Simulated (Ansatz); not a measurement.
# CH3BOS2: how energies converge with the basis set

Aim: see how fast density functionals converge with the basis set for CH3BOS2.

Program: Ansatz 0.2.0, Gaussian basis. Level of theory: one geometry, several basis sets. These are calculated values, not measurements.

Plan: PBE0-D4/def2-SVP; ωB97M-V/def2-SVP; PBE0-D4/def2-QZVPP; ωB97M-V/def2-QZVPP; the functionals' def2-TZVPP values are taken from earlier runs.

**1. The relaxed structure**

The geometry comes from an earlier relaxation with PBE0-D4 in a triple-zeta def2 set; it is a stationary point, not always the lowest conformer.

SMILES `B1OCSS1`, 8 atoms, charge 0, spin multiplicity 1.

Atoms are counted from 1 here; the program's logs count them from 0.

Bond lengths: B1–O2 1.354 Å, B1–S5 1.804 Å, B1–H6 1.189 Å, O2–C3 1.411 Å, C3–S4 1.812 Å, C3–H7 1.094 Å, C3–H8 1.091 Å, S4–S5 2.082 Å. Angles: O2–B1–S5 116.8°, O2–B1–H6 121.2°, S5–B1–H6 122.0°, B1–O2–C3 116.2°, O2–C3–S4 110.2°, O2–C3–H7 108.6°, O2–C3–H8 109.6°, S4–C3–H7 110.5°, S4–C3–H8 107.6°, H7–C3–H8 110.3°, C3–S4–S5 92.7°, B1–S5–S4 92.0°.

**2. PBE0-D4 in def2-SVP**

The input, in.yaml:

```yaml
crystal:
  periodic: [false, false, false]
  atoms:
    - {symbol: B, position_ang: [-0.441106, 1.229603, -0.204456]}
    - {symbol: O, position_ang: [0.081774, 0.498132, 0.807459]}
    - {symbol: C, position_ang: [0.344471, -0.859357, 0.524734]}
    - {symbol: S, position_ang: [0.829127, -1.055930, -1.209978]}
    - {symbol: S, position_ang: [-0.438625, 0.470521, -1.841234]}
    - {symbol: H, position_ang: [-0.901787, 2.308646, -0.011497]}
    - {symbol: H, position_ang: [-0.556497, -1.441202, 0.738869]}
    - {symbol: H, position_ang: [1.174643, -1.207412, 1.140404]}
basis:
  gaussian: {orbitals: def2-SVP}
hamiltonian: {xc: pbe0, dispersion: d4}
output: {orbitals: {seedname: orbitals}}
```

On the command line:

```
ansatz run in.yaml --threads 2 --pin off --events-out ev --progress --plain --max-ram 4352MiB
```

Further steps of the session: ωB97M-V in def2-SVP; PBE0-D4 in def2-QZVPP; ωB97M-V in def2-QZVPP.

**Question.** What will the summary of the whole plan be? Wanted: PBE0-D4: double and triple zeta above quadruple; ωB97M-V: double and triple zeta above quadruple.

As calculated:

| quantity | value |
| --- | --- |
| PBE0-D4: double and triple zeta above quadruple | 12.84, 0.87 eV |
| ωB97M-V: double and triple zeta above quadruple | 12.85, 0.82 eV |

PBE0-D4 gains 11.98 eV from double to triple zeta, then 0.87 eV more. Total energies overstate the basis error of differences, where much of it tends to cancel.
